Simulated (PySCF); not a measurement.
# RuS₂⁻: the energy surface near the minimum

Aim: map the energy of quartet RuS₂⁻ about its PBE minimum, with rigid distortions.

Computed with PySCF 2.14.0. Level: PBE, basis Ru def2-SVPD with ECP28, S def2-SVPD, scalar-relativistic core potentials, no spin–orbit coupling, density fitting.

### 1 Starting geometry

3 atoms, charge -1, spin multiplicity 4.

Bond lengths: Ru1–S2 2.132 Å, Ru1–S3 2.132 Å. Angles: S2–Ru1–S3 117.8°.

```xyz
3
charge -1 multiplicity 4
Ru    0.0000    0.0000   -0.4254
S     1.8257    0.0000    0.6761
S    -1.8257    0.0000    0.6761
```

### 2 Fields at the lowest minimum

The plane holds Ru1 at (0.00, 0.00), S2 at (2.13, 0.00), S3 at (-0.99, 1.89) Å. Columns run from x = -2.85 to 4.35 Å, rows from y = 4.05 (top) to -1.95 Å, in steps of 0.3 Å. Electrons inside core potentials are absent.

Density (cut at 5 e/Å³):

Ten steps from '0' (0.000 e/Å³) to '9' (5.000 e/Å³), finer at the low end (step k begins (100^(k/10) - 1)/99 of the way up):
```
0000000000000000000000000
0000000000000000000000000
0000111111000000000000000
0001233322100000000000000
0012345543210000000000000
0123566664310000000000000
0134679865321000000000000
0135699976421000000000000
0135699976422111111100000
0124677765432222222210000
0123456666543334444321000
0012345678875445666432100
0011234699997566787642100
0001124897798667998642100
0000124897798667998642100
0000123699996567787542100
0000013578864456665431000
0000012344433334444321000
0000001222222222322110000
0000000111111111111100000
0000000000000000000000000
```

ELF (0 where the density is under 0.005 e/Å³):

Ten even steps from '0' (0.00) to '9' (0.91):
```
0000112221000000000000000
0001345544200000000000000
0123567766420000000000000
0235789987642000000000000
1357899998752000000000000
2468986899752000000000000
3579814159852000001000000
4689542918752001233320000
4689619628742113455553100
4689941287422235777765300
4678998863222357899986420
3567875345652378889997530
2456532478984484003998531
1233211690085480991898531
0111101690085480991897531
0011111589984385003986420
0011122467641389889985310
0012334443211379999864210
0002455542101367887653100
0000455542111356666532000
0000345543111245554320000
```

Spin density:

Ten even steps from '0' (-0.19 e/Å³) to '9' (0.71 e/Å³):
```
2222222222222222222222222
2222222222222222222222222
2222222222222222222222222
2222222222222222222222222
2222222222222222222222222
2222112222222222222222222
2222212222222222222222222
2222220222222222222222222
2222222211222222222222222
2222221111222222222222222
2222221122222222222222222
2222222222442212222222222
2222222363863211222222222
2222222393232211222122222
2222222232393211221112222
2222222355363212222222222
2222222354222222222222222
2222222333222222222222222
2222222222222222222222222
2222222222222222222222222
2222222222222222222222222
```

Values on the line from Ru1 (at 0) through S2 (at 2.132 Å):

| distance (Å) | density (e/Å³) | ELF | electrostatic potential (V) | spin density (e/Å³) |
| --- | --- | --- | --- | --- |
| -0.75 | 2.28 | 0.613 | 35.7 | 0.0902 |
| 0.85 | 1.48 | 0.386 | 22.3 | 0.0486 |
| 1.07 | 0.933 | 0.437 | 11.6 | 0.00626 |
| 1.28 | 1.07 | 0.754 | 15.3 | -0.0195 |
| 1.49 | 1.35 | 0.419 | 37.5 | -0.0347 |
| 1.71 | 3.22 | 0.13 | 101 | -0.0178 |
| 1.92 | 55.1 | 0.86 | 377 | -0.0299 |
| 2.24 | 171 | 0.311 | 1.2e+03 | -0.142 |
| 2.45 | 12.9 | 0.689 | 178 | -0.000396 |
| 2.67 | 1.55 | 0.118 | 60.3 | -0.0219 |
| 2.88 | 0.962 | 0.779 | 21.2 | -0.0237 |
| 3.09 | 0.523 | 0.876 | 5.63 | -0.0147 |
| 3.30 | 0.246 | 0.818 | -0.612 | -0.00757 |

Making the fields ran for 2 s (2 threads of Arm Neoverse V1, shared host).

### 3 Breathing scan

One driver script runs all scans and calls PySCF for each point, on a (75, 302) grid.

Launch:

```
OMP_NUM_THREADS=2 python axn.py task.json out
```

A rigid scan with PBE: all bonds to the central atom are scaled together. Each point starts from its neighbour's orbitals, and energies count from the minimum. Dipoles of the ion refer to the centre of mass.

| scale of all bonds to the centre | energy (kJ/mol) | dipole size (D) | ⟨S²⟩ |
| --- | --- | --- | --- |
| 0.88 | 203.5 | 1.82 | 3.76 |
| 0.92 | 77.9 | 2.15 | 3.76 |
| 0.96 | 16.9 | 2.52 | 3.76 |
| 1.00 | 0.0 | 2.92 | 3.76 |
| 1.04 | 12.7 | 3.31 | 3.77 |
| 1.08 | 44.6 | 3.68 | 3.77 |
| 1.14 | 113.3 | 4.19 | 3.79 |
| 1.22 | 220.5 | 4.78 | 3.88 |
| 1.35 | 385.8 | 5.61 | 4.33 |

The scan took 38 s.

⟨S²⟩ grows along the scan: the determinant mixes in higher spin as the pair uncouples.

### 4 Stretching one bond

A rigid scan with PBE: the bond from Ru to the last atom (S) is scaled and the rest held.

| scale of one bond | energy (kJ/mol) | dipole size (D) | ⟨S²⟩ |
| --- | --- | --- | --- |
| 0.92 | 36.0 | 2.65 | 3.76 |
| 0.96 | 7.8 | 2.75 | 3.76 |
| 1.00 | 0.0 | 2.92 | 3.76 |
| 1.05 | 9.0 | 3.21 | 3.76 |
| 1.12 | 41.8 | 3.70 | 3.77 |
| 1.20 | 92.2 | 4.33 | 3.78 |
| 1.35 | 189.5 | 5.50 | 3.90 |
| 1.55 | 275.5 | 6.20 | 4.57 |
| 1.80 | 328.0 | 7.60 | 4.75 |
| 2.20 | 364.5 | 9.65 | 4.76 |

The scan took 79 s.

⟨S²⟩ grows along the scan: the determinant mixes in higher spin as the pair uncouples.

### 5 Bending curve

A rigid scan with PBE: the S–Ru–S angle changes, with bonds held.

| bond angle (°) | energy (kJ/mol) | dipole size (D) | ⟨S²⟩ |
| --- | --- | --- | --- |
| 80 | 107.6 | 3.84 | 3.76 |
| 90 | 50.9 | 3.53 | 3.76 |
| 100 | 18.5 | 3.25 | 3.76 |
| 110 | 3.2 | 3.04 | 3.76 |
| 120 | 0.2 | 2.88 | 3.76 |
| 130 | 5.3 | 2.65 | 3.76 |
| 140 | 14.7 | 2.27 | 3.77 |
| 150 | 25.9 | 1.77 | 3.77 |
| 160 | 36.5 | 1.21 | 3.77 |
| 170 | 44.1 | 0.61 | 3.77 |
| 180 | 46.9 | 0.00 | 3.77 |

The scan took 30 s.

### 6 Outcome

```
                quantity        value
    all bonds 4 % longer  12.7 kJ/mol
    one bond 20 % longer  92.2 kJ/mol
linear shape, bonds held  46.9 kJ/mol
```

In words: Shortening all bonds by 4 % costs 16.9 kJ/mol and lengthening them 12.7: the wall is steeper on the short side. Held rigid otherwise, the linear shape costs 47 kJ/mol. A highest occupied level above zero is common for anions with such functionals; it warns that the extra electron is poorly described. Other spin states or occupations of the open shell can lie lower.
